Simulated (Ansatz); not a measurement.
# Zr2CuS4: the cost of one run

Method: DFT, PBE, plane-wave PAW, default files, scalar-relativistic, as far as a step names no other, in Ansatz 0.2.0.

## 1. The structure to begin with

Symmetry: Fd-3m, No. 227, cubic system. The conventional cell has a = 10.401 Å, b = 10.401 Å, c = 10.401 Å, α = 90.00°, β = 90.00°, γ = 90.00°. Zr (site symmetry -3m) has 6 S at 2.59 Å as nearest neighbours. Cu (site symmetry -43m) is surrounded by 4 S at 2.28 Å. S (site symmetry 3m) is surrounded by 1 Cu at 2.28 Å and 3 Zr at 2.59 Å.

As a file:

```
CELL_PARAMETERS angstrom
0.00000 5.20057 5.20057
5.20057 0.00000 5.20057
5.20057 5.20057 0.00000
ATOMIC_POSITIONS crystal
Zr 0.12500 0.62500 0.62500
Zr 0.62500 0.62500 0.62500
Zr 0.62500 0.12500 0.62500
Zr 0.62500 0.62500 0.12500
Cu 0.00000 0.00000 0.00000
Cu 0.25000 0.25000 0.25000
S 0.87357 0.87357 0.87357
S 0.87071 0.37643 0.37643
S 0.37643 0.37643 0.87071
S 0.37643 0.87071 0.37643
S 0.87357 0.87357 0.37929
S 0.87357 0.37929 0.87357
S 0.37643 0.37643 0.37643
S 0.37929 0.87357 0.87357
```

## 2. Single point at the given positions

File input.yaml:

```yaml
crystal:
  lattice:
    - [0.0, 5.2005668313, 5.2005668313]
    - [5.2005668313, 0.0, 5.2005668313]
    - [5.2005668313, 5.2005668313, 0.0]
  atoms:
    - { symbol: Zr, position: [0.125, 0.625, 0.625] }
    - { symbol: Zr, position: [0.625, 0.625, 0.625] }
    - { symbol: Zr, position: [0.625, 0.125, 0.625] }
    - { symbol: Zr, position: [0.625, 0.625, 0.125] }
    - { symbol: Cu, position: [0.0, 0.0, 0.0] }
    - { symbol: Cu, position: [0.25, 0.25, 0.25] }
    - { symbol: S, position: [0.87356834, 0.87356834, 0.87356834] }
    - { symbol: S, position: [0.87070502, 0.37643166, 0.37643166] }
    - { symbol: S, position: [0.37643166, 0.37643166, 0.87070502] }
    - { symbol: S, position: [0.37643166, 0.87070502, 0.37643166] }
    - { symbol: S, position: [0.87356834, 0.87356834, 0.37929498] }
    - { symbol: S, position: [0.87356834, 0.37929498, 0.87356834] }
    - { symbol: S, position: [0.37643166, 0.37643166, 0.37643166] }
    - { symbol: S, position: [0.37929498, 0.87356834, 0.87356834] }
kpoints:
  mp_grid: { grid: [6, 6, 6] }
scf:
  occupations: { method: fermi_dirac, width: 0.05 }
hamiltonian:
  xc: pbe
  pseudopotentials: { kind: paw }
output:
  forces: true
  stress: true
  populations: true
  efg:
    quadrupole_moments_barn: { Zr: -0.176, Cu: -0.22, S: -0.0694 }
    contact_densities: true
```

On the command line:

```
ansatz run input.yaml --threads 1 --pin off --max-ram 2560MiB --backend cpu --events-out ev --progress --plain --runs-dir out
```

**Question.** How long does this run take on 1 thread of Intel Xeon 6975P-C (Granite Rapids), shared host, and how much memory does it need?

About 20 s, with a peak of 0.81 GiB.
